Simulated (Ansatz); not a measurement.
# Ti (P6_3/mmc): cell relaxations under several functionals in Python

Aim: cell relaxations under several functionals, for Ti (P6_3/mmc), run from a script.

Program: Ansatz 0.2.0, driven from Python. The levels of theory stand in the script. These are calculated values, not measurements.

### Step 1. The system

Symmetry: P6_3/mmc, No. 194, hexagonal system. The conventional cell has a = 2.950 Å, b = 2.950 Å, c = 4.680 Å, α = 90.00°, β = 90.00°, γ = 120.00°. Ti (site symmetry -6m2) has 12 Ti at 2.89 to 2.95 Å as nearest neighbours.

No structure file is read: the coordinates are typed or built in the script.

### Step 2. Script

ti.py reads:

```python
"""How the lattice of Ti depends on the functional."""

import warnings

import ansatz as az
import numpy as np

def edges_and_angles(cell):
    cell = np.asarray(cell)
    a, b, c = np.linalg.norm(cell, axis=1)
    cosines = cell[1] @ cell[2] / (b * c), cell[0] @ cell[2] / (a * c), cell[0] @ cell[1] / (a * b)
    return (a, b, c, *np.degrees(np.arccos(cosines)))


def main() -> None:
    warnings.simplefilter("ignore", az.DeckWarning)

    cell = (
        az.Lattice.of([2.95, 0.0, 0.0], [-1.475, 2.554775, 0.0], [0.0, 0.0, 4.68])
        .atom("Ti", [1 / 3, 2 / 3, 0.25])
        .atom("Ti", [2 / 3, 1 / 3, 0.75])
    )

    calculation = (
        cell.calculation()
        .kpoints(13, 13, 7)
        .occupations("Marzari-Vanderbilt", width=100 * az.meV)
        .relax(cell=True)
    )

    levels = [("rpbe", "none"), ("pbe", "d4"), ("pbe", "none")]
    print("level            a       b       c    alpha   beta  gamma  V/atom  steps")
    for name, dispersion in levels:
        seen = []
        run = calculation.functional(name, dispersion=dispersion).session().plan()
        res = run.execute(on_event=lambda e: seen.append(e) if e["event"] == "relax_step" else None)
        cell = res.lattice.cell_ang
        label = name if dispersion == "none" else f"{name}+{dispersion}"
        print("{:13s} {:7.4f} {:7.4f} {:7.4f} {:6.2f} {:6.2f} {:6.2f}".format(label, *edges_and_angles(cell)), f"{abs(np.linalg.det(cell)) / len(res.lattice.sites):7.3f} {len(seen):5d}")


if __name__ == "__main__":
    main()
```

### Step 3. What the engine is handed

The package turns the script's settings into the engine's input (first run):

```yaml
crystal:
  lattice:
    - [2.95, 0.0, 0.0]
    - [-1.475, 2.554775, 0.0]
    - [0.0, 0.0, 4.68]
  atoms:
    - { symbol: Ti, position: [0.3333333333333333, 0.6666666666666666, 0.25] }
    - { symbol: Ti, position: [0.6666666666666666, 0.3333333333333333, 0.75] }
kpoints:
  mp_grid:
    grid: [13, 13, 7]
hamiltonian:
  xc: rpbe
  dispersion: none
scf:
  occupations:
    method: cold
    width: 0.1
relax:
  cell: {}
```

### Step 4. The run

On the command line:

```bash
python ti.py
```

The program printed:

```text
level            a       b       c    alpha   beta  gamma  V/atom  steps
rpbe           2.9670  2.9670  4.6952  90.00  90.00 120.00  17.898     5
pbe+d4         2.9209  2.9209  4.6302  90.00  90.00 120.00  17.105     5
pbe            2.9378  2.9378  4.6534  90.00  90.00 120.00  17.391     5
```

It took 34 s on 1 thread of Arm Neoverse V1, shared host; peak memory 0.43 GiB.

### Step 5. Inputs of later runs

The engine's inputs for the other runs:

Run 2, against run 1:

```diff
@@ -13,2 +13,2 @@
-  xc: rpbe
-  dispersion: none
+  xc: pbe
+  dispersion: d4
```

Run 3, against run 1:

```diff
@@ -13 +13 @@
-  xc: rpbe
+  xc: pbe
```

### Step 6. What each run gave

The 3 runs, in the order started:

| run | functional | dispersion | energy (eV/atom) | final volume (Å³/atom) | pressure (GPa) | SCF cycles in all | CPU time (s) |
| --- | --- | --- | --- | --- | --- | --- | --- |
| 1 | rpbe | none | -2504.0393 | 17.90 | -0.01 | 22 | 11 |
| 2 | pbe | d4 | -2499.8700 | 17.10 | 0.01 | 22 | 12 |
| 3 | pbe | none | -2499.6668 | 17.39 | 0.00 | 22 | 11 |

Energies are free energies F = E - TS of the smeared occupations. Totals under unlike functionals or potentials can't be compared directly.

### Step 7. The relaxation of run 1, step by step

Step by step:

| step | E - E(step 1) (eV/cell) | largest force component (eV/Å) | pressure (GPa) | volume (Å³) |
| --- | --- | --- | --- | --- |
| 1 | 0.0000 | 0.0000 | 1.58 | 35.27 |
| 2 | 0.0013 | 0.0000 | -1.82 | 36.44 |
| 3 | -0.0025 | 0.0000 | -0.04 | 35.81 |
| 4 | -0.0025 | 0.0000 | 0.00 | 35.80 |
| 5 | -0.0026 | 0.0000 | -0.01 | 35.80 |

Step 1 is the start. Step 5 repeats the geometry before it on a plane-wave basis chosen anew for that cell, so its energy need not be comparable with the rows above. Step 2 was tried and not accepted.

|  | before | after | change |
| --- | --- | --- | --- |
| a (Å) | 2.950 | 2.967 | +0.6 % |
| b (Å) | 2.950 | 2.967 | +0.6 % |
| c (Å) | 4.680 | 4.695 | +0.3 % |
| volume (Å³/atom) | 17.64 | 17.90 | +1.5 % |
| shortest distance (Å) | 2.894 | 2.906 | +0.4 % |
| space group (0.01 Å) | P6_3/mmc | P6_3/mmc | same |

The run keeps the 24 symmetry operations of the start, so it could not have lowered the symmetry.

### Step 8. How the relaxation of run 3 went

Relaxation path:

| step | E - E(step 1) (eV/cell) | largest force component (eV/Å) | pressure (GPa) | volume (Å³) |
| --- | --- | --- | --- | --- |
| 1 | 0.0000 | 0.0000 | -1.53 | 35.27 |
| 2 | 0.0012 | 0.0000 | 2.01 | 34.18 |
| 3 | -0.0024 | 0.0000 | -0.03 | 34.79 |
| 4 | -0.0024 | 0.0000 | 0.00 | 34.78 |
| 5 | -0.0024 | 0.0000 | 0.00 | 34.78 |

Step 1 is the start. Step 5 repeats the geometry before it on a plane-wave basis chosen anew for that cell, so its energy need not be comparable with the rows above. Step 2 was tried and not accepted.

|  | before | after | change |
| --- | --- | --- | --- |
| a (Å) | 2.950 | 2.938 | -0.4 % |
| b (Å) | 2.950 | 2.938 | -0.4 % |
| c (Å) | 4.680 | 4.653 | -0.6 % |
| volume (Å³/atom) | 17.64 | 17.39 | -1.4 % |
| shortest distance (Å) | 2.894 | 2.879 | -0.5 % |
| space group (0.01 Å) | P6_3/mmc | P6_3/mmc | same |

Forces and stress were held to the start's 24 operations: a distortion of lower symmetry was not tested.

### Step 9. Summary of results

| quantity | value |
| --- | --- |
| runs compared | 3 |
| relaxed volume | 17.10 (pbe d4) to 17.90 Å³/atom (rpbe) |

**Reading.** From smallest to largest: PBE+D4 (17.10 Å³ an atom, -3.0 % against the start), PBE (17.39 Å³ an atom, -1.4 % against the start) and RPBE (17.90 Å³ an atom, +1.5 % against the start). The spread is 4.6 % in volume. In run 1, over 2 moves the cell grew by 1.5 % in volume, and the space group stayed P6_3/mmc. In run 3, over 2 moves the cell shrank by 1.4 % in volume, and the space group stayed P6_3/mmc. Forces vanish by symmetry, so the ions can't move, and the end may be a saddle.
